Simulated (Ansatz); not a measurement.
I need a geometry optimisation of CH5FN2OSi, SMILES N[SiH]1NC1(O)F. Use Ansatz's Python interface. Settings: PBE, def2-SVP basis, multiplicity 1, D3BJ dispersion.

`ch5fn2osi.xyz`
```text
11

N    -1.28810   -1.46420   -0.19180
Si   -0.32050   -0.33490   -1.01770
N     0.74700   -0.21230    0.26070
C     0.42120    1.12010   -0.04250
O    -0.43570    1.68060    0.98130
F     1.30140    1.93740   -0.62410
H    -0.68440   -1.96950    0.38430
H    -1.83130   -0.85210    0.45960
H     0.51370   -1.01610   -1.97680
H     1.71820   -0.33920   -0.08090
H    -0.07620    1.39310    1.86840
```

`opt.py`:
```python
'''Relax the CH5FN2OSi molecule.'''

import ansatz as az
import numpy as np

mol = az.Crystal.molecule_from_extxyz('ch5fn2osi.xyz')

model = mol.calculation()
model = model.basis(gaussian='def2-SVP')
model = model.functional('PBE', dispersion='d3bj')
symbols = [site.symbol for site in mol.cartesian_sites]
start = np.array([site.position_ang for site in mol.cartesian_sites], dtype=float)
def progress(event):
    if event['event'] == 'relax_step':
        row = event['data']
        print(f'step {row["step"]:3d}  E = {row["lagrangian_ev"]:.6f} eV  max force {row["allowed_force_max_ev_ang"]:.4f} eV/A')


summary = model.relax(force_tolerance=0.005).session().plan().execute(on_event=progress).report
end = np.array(summary['positions_ang'])

print('reference energy %16.6f eV' % summary['reference_energy_ev'])
print('total energy     %16.6f eV' % summary['free_energy_ev'])
print('occupied (up, down):', summary['n_occupied'], ' virtual:', summary['n_virtual'], ' frozen:', summary['n_frozen'])

print('final positions (A) and the move of each atom')
for symbol, xyz, old in zip(symbols, end, start):
    print(f'{symbol:2s} {xyz[0]:10.5f} {xyz[1]:10.5f} {xyz[2]:10.5f}   {np.linalg.norm(xyz - old):7.4f}')
with open('ch5fn2osi_opt.xyz', 'w') as handle:
    handle.write(f'{len(symbols)}\nrelaxed CH5FN2OSi\n')
    handle.writelines(f'{s:2s} {x:11.6f} {y:11.6f} {z:11.6f}\n' for s, (x, y, z) in zip(symbols, end))
```

Running `python opt.py` prints:
```text
step   1  E = -16715.212333 eV  max force 6.1655 eV/A
step   2  E = -16716.564729 eV  max force 2.3760 eV/A
step   3  E = -16716.971082 eV  max force 0.5294 eV/A
step   4  E = -16717.058384 eV  max force 0.6132 eV/A
step   5  E = -16717.096940 eV  max force 0.4263 eV/A
step   6  E = -16717.130571 eV  max force 0.6330 eV/A
step   7  E = -16717.169451 eV  max force 0.2922 eV/A
step   8  E = -16717.183927 eV  max force 0.5937 eV/A
step   9  E = -16717.209524 eV  max force 0.5768 eV/A
step  10  E = -16717.224077 eV  max force 0.1763 eV/A
step  11  E = -16717.241168 eV  max force 0.3725 eV/A
step  12  E = -16717.237290 eV  max force 0.3881 eV/A
step  13  E = -16717.256861 eV  max force 0.4165 eV/A
step  14  E = -16717.265750 eV  max force 0.2361 eV/A
step  15  E = -16717.276716 eV  max force 0.2905 eV/A
step  16  E = -16717.282941 eV  max force 0.2609 eV/A
step  17  E = -16717.286815 eV  max force 0.2423 eV/A
step  18  E = -16717.289883 eV  max force 0.2044 eV/A
step  19  E = -16717.295132 eV  max force 0.1652 eV/A
step  20  E = -16717.268593 eV  max force 1.0430 eV/A
step  21  E = -16717.299859 eV  max force 0.0676 eV/A
step  22  E = -16717.298748 eV  max force 0.1795 eV/A
step  23  E = -16717.301190 eV  max force 0.0209 eV/A
step  24  E = -16717.301213 eV  max force 0.0124 eV/A
step  25  E = -16717.301224 eV  max force 0.0028 eV/A
reference energy    -16717.082195 eV
total energy        -16717.301261 eV
occupied (up, down): [28, 28]  virtual: [85, 85]  frozen: 0
final positions (A) and the move of each atom
N    -1.25754   -1.72543   -0.07999    0.2858
Si   -0.10981   -0.59279   -0.68027    0.4741
N     1.15548   -0.06436    0.36433    0.4466
C     0.38478    1.09108   -0.00376    0.0606
O    -0.29497    1.79667    0.96772    0.1829
F     1.11290    2.00002   -0.78758    0.2573
H    -1.89134   -2.21150   -0.71694    1.6517
H    -1.64397   -1.63587    0.86182    0.9007
H     0.13026   -0.93932   -2.11802    0.4158
H     2.10861   -0.08987    0.74327    0.9454
H     0.37090    2.31428    1.46992    1.0988
```

File `ch5fn2osi_opt.xyz` afterwards:
```text
11
relaxed CH5FN2OSi
N    -1.257540   -1.725434   -0.079991
Si   -0.109815   -0.592791   -0.680270
N     1.155481   -0.064365    0.364334
C     0.384780    1.091079   -0.003759
O    -0.294970    1.796673    0.967718
F     1.112905    2.000021   -0.787584
H    -1.891337   -2.211500   -0.716943
H    -1.643974   -1.635873    0.861824
H     0.130258   -0.939318   -2.118018
H     2.108614   -0.089869    0.743270
H     0.370898    2.314277    1.469919
```

Total energies depend on the basis set; only differences at equal settings carry meaning. The end point is the stationary point reached from this start; no frequency run checks that it is a minimum, and the basis set is modest. Total less reference energy is the dispersion correction. Wall time of the script: 2.1 min on 1 thread of Arm Neoverse V1 (shared host), peak memory 0.25 GiB.

(Lines on the test bed's own set-up are left out of the output.)
